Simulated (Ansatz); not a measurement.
# CuN₂+ (quintet): the correlation ladder, def2-SVP

An exercise on one series of results from a longer session: the logs are not shown, and one member is left open.

Computed with Ansatz 0.2.0, Gaussian basis. Level: def2-SVP, core rule «outside noble gas», up to 11 orbitals frozen.

The runs, in order: UHF; CCSD(T) on ROHF; CCSD(T) on UHF; CISD; CCSDT(Q) on ROHF; CCSDT(Q) on UHF.

11 further runs of the same task are left out: 8 for a known fault of the program, 3 set aside as unsound or not needed.

## The system

The geometry is a PBE0/def2-TZVP stationary point (not a proven minimum) of the parent state, kept for this charge and spin.

3 atoms, charge 1, spin multiplicity 5.

Atoms are counted from 1 here; the program's logs count them from 0.

Bond lengths: Cu1–N2 2.170 Å, N2–N3 1.089 Å. Angles: Cu1–N2–N3 180.0°.

Set-up of the first run:

in.yaml reads:

```yaml
crystal:
  periodic: [false, false, false]
  atoms:
    - {symbol: Cu, position_ang: [0.000000, 0.000000, 1.809300]}
    - {symbol: N, position_ang: [0.000000, 0.000000, -0.360400]}
    - {symbol: N, position_ang: [0.000000, 0.000000, -1.448900]}
basis:
  gaussian: {orbitals: def2-SVP}
total_charge: 1
magnetization: {spin_polarized: true, initial_magnetization: 4}
hamiltonian: {xc: hf}
output: {orbitals: {seedname: orbitals}}
```

Started as:

```bash
ansatz run in.yaml --threads 1 --pin off --events-out ev --progress --plain --max-ram 4096MiB --backend cpu
```

Steps of the session up to this table: UHF; CCSD(T) on ROHF; CCSD(T) on UHF; CISD; CCSDT(Q) on ROHF; CCSDT(Q) on UHF.

One of the session's tables, all rows but one given; the rest of the session is left out.

```
   method  from RCCSDT(Q) (kJ/mol)
     ROHF                  +1250.4
      UHF                  +1222.5
     RMP2                   +148.8
     UMP2                   +145.2
     CISD                        ?
    RCCSD                    +87.1
    UCCSD                    +82.6
 RCCSD(T)                    +42.5
 UCCSD(T)                    +39.0
   RCCSDT                     +7.6
   UCCSDT                     +3.3
RCCSDT(Q)                        0
UCCSDT(Q)                     -5.0
```

Q: Estimate the row for CISD from the others.

As computed: from RCCSDT(Q) (kJ/mol): +190.7. In the column «from RCCSDT(Q) (kJ/mol)» it lies between RMP2 (+148.8) and UHF (+1222.5).

The program flags RCCSDT(Q), UCCSDT(Q) as in doubt (see the logs), so the zero of the table is itself unsure.

Caveats from the session: The report flags that the cluster equations may have other roots. The program flags RCCSDT(Q), UCCSDT(Q) as in doubt, so the zero of the table is itself unsure. Restricted and unrestricted rows rest on different reference determinants; where their highest levels disagree by more than a few hundredths of an eV, they describe different states and don't form one ladder.
